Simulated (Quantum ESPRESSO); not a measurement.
NbSi:

```
Nb Si
1.0
     0.00000    2.57383    2.57383
     2.57383    0.00000    2.57383
     2.57383    2.57383    0.00000
Nb Si
1 1
Direct
  0.00000 0.00000 0.00000
  0.50000 0.50000 0.50000
```

The cell was built by a generator and needn't be a form met in nature.

```yaml
Program: Quantum ESPRESSO 7.5
Task: single point
Functional: PBE
Potentials_or_basis: SSSP 1.3 efficiency PBE
Cutoff: 748 eV
Density_cutoff: 5987 eV
k_mesh: 9 × 9 × 9
Occupations: fermi-dirac, width 0.05 eV
Spin: no spin polarisation
```

On this cell: pressure -0.1 GPa; largest force zero by symmetry; band gap on the k mesh none (metal or under the smearing width).

The same run follows on a disturbed copy (atoms moved at random, drawn with an rms of 0.05 Å):

```
Nb Si
1.0
     0.00000    2.57383    2.57383
     2.57383    0.00000    2.57383
     2.57383    2.57383    0.00000
Nb Si
1 1
Direct
  0.99955 0.99825 0.99362
  0.50904 0.50053 0.49253
```

Q: What changes?

A: The energy (extrapolated to zero smearing) moves by +3.6 meV/atom; pressure 0.0 GPa; largest force 0.389 eV/Å; band gap on the k mesh none (metal or under the smearing width).

Forces in eV/Å, atoms in the order of the input:
```
Nb   0.032  0.225  0.316
Si  -0.032 -0.225 -0.316
```

Stress tensor (GPa, compression positive):
```
-0.13 -0.01 -0.01
-0.01 -0.02 -0.07
-0.01 -0.07  0.09
```
